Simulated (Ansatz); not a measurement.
# YCuSi2Ni: the cost of one run

Program: Ansatz 0.2.0. Level of theory: DFT PBEsol, scalar-relativistic, plane waves, PAW. These are calculated values, not measurements.

**1. Starting point**

It takes space group I-4m2 (No. 119, tetragonal). The conventional cell has a = 3.981 Å, b = 3.981 Å, c = 9.809 Å, α = 90.00°, β = 90.00°, γ = 90.00°. Y (site symmetry -4m2) has 8 Si at 3.06 Å and 4 Cu at 3.16 Å and 4 Ni at 3.16 Å as nearest neighbours. Around Si (site symmetry 2mm) lie 2 Cu at 2.35 Å and 2 Ni at 2.35 Å and 1 Si at 2.39 Å and 4 Y at 3.06 Å. Cu (site symmetry -4m2) has 4 Si at 2.35 Å as nearest neighbours. Ni (site symmetry -4m2) is surrounded by 4 Si at 2.35 Å.

As a file:

```cif
data_structure
_symmetry_space_group_name_H-M 'P 1'
_symmetry_Int_Tables_number 1
_cell_length_a 3.9813
_cell_length_b 3.9813
_cell_length_c 5.6551
_cell_angle_alpha 110.610
_cell_angle_beta 110.610
_cell_angle_gamma 90.000
_cell_volume 77.74
loop_
_atom_site_label
_atom_site_type_symbol
_atom_site_fract_x
_atom_site_fract_y
_atom_site_fract_z
_atom_site_occupancy
Y1 Y 0.00000 0.00000 0.00000 1
Si1 Si 0.62208 0.62208 0.24416 1
Si2 Si 0.37792 0.37792 0.75584 1
Cu1 Cu 0.25000 0.75000 0.50000 1
Ni1 Ni 0.75000 0.25000 0.50000 1
```

The structure comes from the Materials Project (structure only).

**2. The base run**

File input.yaml:

```yaml
crystal:
  lattice:
    - [0.0, -3.981284, 0.0]
    - [3.981284, 0.0, 0.0]
    - [-1.990642, 1.990642, 4.904624]
  atoms:
    - { symbol: "Y", position: [0.0, 0.0, 0.0] }
    - { symbol: Si, position: [0.622078, 0.622078, 0.244156] }
    - { symbol: Si, position: [0.377922, 0.377922, 0.755844] }
    - { symbol: Cu, position: [0.25, 0.75, 0.5] }
    - { symbol: Ni, position: [0.75, 0.25, 0.5] }
basis:
  ecutwfc: 500
  fft_grid_basis: typed
kpoints:
  mp_grid: { grid: [10, 10, 10] }
hamiltonian:
  xc: pbesol
  pseudopotentials: { kind: paw }
scf:
  occupations: { method: gaussian, width: 0.05 }
output:
  forces: true
  stress: true
  eigenvalues: true
  bader: true
  write_density: true
  volumetric_format: npy
  elf: true
```

Command:

```
> ansatz run input.yaml --threads 2 --pin off --max-ram 4096MiB --backend cpu --events-out ev --progress --plain --runs-dir out
```

What time and memory should one allow on 2 threads of Arm Neoverse N1, shared host?

About 81 s, with a peak of 0.57 GiB.
